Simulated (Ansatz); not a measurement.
Runs of Ansatz 0.2.0 on NiMoIrPdW. Symmetry: P3m1, No. 156, trigonal system. Conventional cell: a = 2.766 Å, b = 2.766 Å, c = 11.023 Å, α = 90.00°, β = 90.00°, γ = 120.00°. Ni (site symmetry 3m) is surrounded by 3 Mo at 2.60 Å and 3 Pd at 2.71 Å and 6 Ni at 2.77 Å. Mo (site symmetry 3m) is surrounded by 3 Ni at 2.60 Å and 6 Mo at 2.77 Å and 3 Ir at 2.82 Å. Pd (site symmetry 3m) has 3 Ni at 2.71 Å and 3 W at 2.74 Å and 6 Pd at 2.77 Å as nearest neighbours. Around Ir (site symmetry 3m) lie 3 W at 2.74 Å and 6 Ir at 2.77 Å and 3 Mo at 2.82 Å. W (site symmetry 3m) has 3 Pd at 2.74 Å and 3 Ir at 2.74 Å and 6 W at 2.77 Å as nearest neighbours. The cell was built by a generator and needn't be a form met in nature.

```tsv
task	level	cell	k mesh	points for each segment of the path	mesh quality	gap on the mesh (eV)	pressure (GPa)	moment (μB)	relaxed volume (Å³/atom)	largest force (eV/Å)
band structure	r2SCAN	as given	11 × 11 × 3	14	not flagged	none	-5.0	(a)	-	(b)
relaxation of cell and atoms	r2SCAN	relaxed	8 × 8 × 2	-	not flagged	none	0.0	0.47	14.32	-
single point	r2SCANh	as given	5 × 5 × 1	-	coarse	none	-7.6	0.68	-	0.71
relaxation of cell and atoms	r2SCAN+rVV10	relaxed	8 × 8 × 2	-	not flagged	none	0.0	(c)	14.18	0.01
```

Alike in all rows: potentials or basis Ansatz PAW; spin collinear, ferromagnetic start; cutoff (eV) 500; smearing fermi-dirac 0.05 eV.

Task: Fill in the values left out.

Result: (a) 0.54; (b) 0.21; (c) 0.46.

Caveats: some runs use coarse meshes; the magnetic or orbital state may not be the lowest; the PAW data sets come from PBE, with cores solved anew for the run's functional, which leaves a small shift of forces and pressure; the plane-wave basis is chosen anew once the cell has moved, so the energies of steps on either side of that aren't comparable (some runs); spin-orbit coupling is left out, which moves the levels of the heavy elements (some runs); the thresholds are loose for stress (some runs).

A k mesh can miss the band edges, and the runs leave out spin-orbit coupling on Ir, Mo, Pd, W.

A gap of «none» marks a metal or a gap under the smearing width.

Runs at the PBE level aren't shown here.
